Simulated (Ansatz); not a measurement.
From input file to script: Li3ClO, space group Pm-3m in Ansatz 0.2.0.

```yaml
crystal:
  lattice:
    - [3.908337, 0.0, 0.0]
    - [0.0, 3.908337, 0.0]
    - [0.0, 0.0, 3.908337]
  atoms:
    - { symbol: Li, position: [0.0, 0.5, 0.5] }
    - { symbol: Li, position: [0.5, 0.0, 0.5] }
    - { symbol: Li, position: [0.5, 0.5, 0.0] }
    - { symbol: Cl, position: [0.0, 0.0, 0.0] }
    - { symbol: O, position: [0.5, 0.5, 0.5] }
kpoints:
  mp_grid:
    grid: [6, 6, 6]
hamiltonian:
  xc: pbesol
scf:
  occupations:
    method: fixed
basis:
  ecutwfc: 470
output:
  forces: true
  stress: true
  eigenvalues: true
```

`deck.py`:
```python
'''Li3ClO from an input typed as a mapping.'''

import ansatz as az
import numpy as np

settings = {
    'crystal': {
        'lattice': [[3.908337, 0.0, 0.0], [0.0, 3.908337, 0.0], [0.0, 0.0, 3.908337]],
        'atoms': [
            {'symbol': 'Li', 'position': [0.0, 0.5, 0.5]},
            {'symbol': 'Li', 'position': [0.5, 0.0, 0.5]},
            {'symbol': 'Li', 'position': [0.5, 0.5, 0.0]},
            {'symbol': 'Cl', 'position': [0.0, 0.0, 0.0]},
            {'symbol': 'O', 'position': [0.5, 0.5, 0.5]},
        ],
    },
    'kpoints': {'mp_grid': {'grid': [6, 6, 6]}},
    'hamiltonian': {'xc': 'pbesol'},
    'scf': {'occupations': {'method': 'fixed'}},
    'basis': {'ecutwfc': 470},
    'output': {'forces': True, 'stress': True, 'eigenvalues': True},
}

result = az.Session.from_dict(settings).plan(threads=1).execute()
rep = result.report

print(f'free energy      {rep["free_energy_ev"]:.5f} eV')
print(f'per atom         {rep["free_energy_ev"] / len(result.lattice.sites):.5f} eV')
print(f'SCF iterations   {rep["n_iterations"]}  (converged: {rep["converged"]})')

# the stress is positive in compression
sigma = rep['stress_gpa']
voigt = [sigma[0][0], sigma[1][1], sigma[2][2], sigma[1][2], sigma[0][2], sigma[0][1]]
print('stress xx yy zz yz xz xy (GPa, compression positive):', ' '.join(f'{s:.3f}' for s in voigt))
print('P =', round(10 * float(np.mean(voigt[:3])), 2), 'kbar')

# forces, one row an atom
print('forces (eV/A)')
for site, force in zip(result.lattice.sites, rep['forces_ev_ang']):
    print(f'  {site.symbol:2s} {force[0]:9.4f} {force[1]:9.4f} {force[2]:9.4f}')

print('energy terms (eV)')
for term, value in rep['components'].items():
    if abs(value) > 1e-9:
        print(f'  {term:26s} {value:16.5f}')

print('doubts on the final state:', rep['published_state_doubts'] or 'none')
print('warnings:', sorted({n['data']['kind'] for n in result.notices if n['data'].get('severity') in ('warning', 'doubt')}) or 'none')
```

```console
$ python deck.py
free energy      -2237.27737 eV
per atom         -447.45547 eV
SCF iterations   6  (converged: True)
stress xx yy zz yz xz xy (GPa, compression positive): -2.669 -2.669 -2.669 0.000 0.000 0.000
P = -26.69 kbar
forces (eV/A)
  Li    0.0000    0.0000    0.0000
  Li    0.0000   -0.0000   -0.0000
  Li   -0.0000   -0.0000    0.0000
  Cl    0.0000   -0.0000    0.0000
  O     0.0000    0.0000   -0.0000
energy terms (eV)
  e_band                           -273.81940
  e_kinetic                         403.33172
  e_local                          -934.58446
  e_nonlocal                        -21.84341
  e_hartree                         303.12254
  e_xc                             -212.70419
  e_vxc                            -258.89850
  e_paw                            -852.97654
  e_vpaw                            -68.06633
  e_augmentation_tail                 0.00151
  e_ewald                          -921.73826
  e_core_change                       0.11372
doubts on the final state: none
warnings: none
```

Reading the output:
- Total energies depend on the potentials; only differences at equal settings carry meaning.
- The energy terms are those on the plane-wave grid, with the one-centre PAW part apart; e_band, e_vxc and e_vpaw aren't summands of the total.
- This cell is a computed structure, which may not be the phase found in nature.
- Gaps and levels are Kohn-Sham values on a finite set of k-points.
- Run time: 2 s on 1 thread of Intel(R) Xeon(R) Platinum 8259CL CPU @ 2.50GHz (Skylake/Cascade Lake) (shared host), peak memory 0.4 GiB.

(Lines on the test bed's own set-up are left out of the output.)
